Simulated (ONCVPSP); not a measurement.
# An ONCV potential for N, from input to tests

Do these settings give a usable potential? It is generated, then checked for transferability, scattering, ghosts and hardness.

Method: ONCVPSP 4.0.1, PBEsol, scalar-relativistic.

**1. The atom and the settings**

Typed settings, in words:

* element: nitrogen (N, Z = 7)
* type: optimised norm-conserving Vanderbilt (ONCV)
* frozen core: [He]
* valence charge: 5
* reference configuration: 2s2 2p3
* partial waves: 2s: rc 1.05 bohr, ncon 3, nbas 6, qcut 5.1 1/bohr, 3 projectors, debl 2.4 Ha; 2p: rc 1.90 bohr, ncon 4, nbas 7, qcut 6.6 1/bohr, 2 projectors, debl 2.3 Ha; d scattering state at 0.14 Ha: rc 2.00 bohr, ncon 4, nbas 9, qcut 5.4 1/bohr, 3 projectors, debl 3.6 Ha
* local potential: polynomial inside 1.05 bohr (lpopt 5, dvloc0 2 Ha)
* core correction: not asked for

**2. The generation run**

N.dat

```
# ATOM AND REFERENCE CONFIGURATION
# atsym  z   nc   nv     iexc    psfile
  N 7.00    1    2  -116133      upf
#
#   n    l    f
    1    0    2.00
    2    0    2.00
    2    1    3.00
#
# PSEUDOPOTENTIAL AND OPTIMIZATION
# lmax
    2
#
#   l,   rc,      ep,       ncon, nbas, qcut
    0    1.05    0.00    3    6    5.10
    1    1.90    0.00    4    7    6.60
    2    2.00    0.14    4    9    5.40
#
# LOCAL POTENTIAL
# lloc, lpopt,  rc(5),   dvloc0
    4    5    1.05    2.00
#
# VANDERBILT-KLEINMAN-BYLANDER PROJECTORs
# l, nproj, debl
    0    3    2.40
    1    2    2.30
    2    3    3.60
#
# MODEL CORE CHARGE
# icmod, fcfact, rcfact
    0    0.00    0.00
#
# LOG DERIVATIVE ANALYSIS
# epsh1, epsh2, depsh
   -2.00    5.00    0.02
#
# OUTPUT GRID
# rlmax, drl
    6.00    0.01
#
# TEST CONFIGURATIONS
# ncnf
    4
# nvcnf
#   n    l    f
    2
    2    0    2.00
    2    1    2.00
#
    2
    2    0    2.00
    2    1    1.00
#
    2
    2    0    2.00
    2    1    0.00
#
    2
    2    0    1.00
    2    1    3.00
#
```

The run is started by

```console
$ oncvpsp.x < N.dat > N.out
```

**Question.** What will these runs give? Wanted: cutoffs for 1 and 0.1 mHa per electron, occupied waves; bound ghosts; GHOST(+) flags; largest test error; largest phase difference near zero energy, channels read.

As calculated:

| quantity | value |
| --- | --- |
| cutoffs for 1 and 0.1 mHa per electron, occupied waves | 67 Ha and 113 Ha |
| bound ghosts | none found |
| GHOST(+) flags | none at low energy (1 near or above the test basis's cutoff) |
| largest test error (AE − PS) | +1559 meV, for 2s2 2p0 |
| largest phase difference near zero energy, channels read | 0.000 rad |

**Reading.** The worst unpolarised test, 2s2 2p0, is off by 1559 meV on 89.1 eV; by total energies transferability rates as poor. That test lies far up in energy; among those under 40 eV, nearer to bonding, the largest error is 51 meV. It counts as very hard, with 67 Ha needed at the looser tolerance. At the looser tolerance the 2s wave is the slowest; 2p needs 17 Ha. No bound ghost shows below the valence levels. Near zero energy the phases of the channels with partial waves agree within 0.001 rad. These are tests on the free atom; a crystal test is still owed.
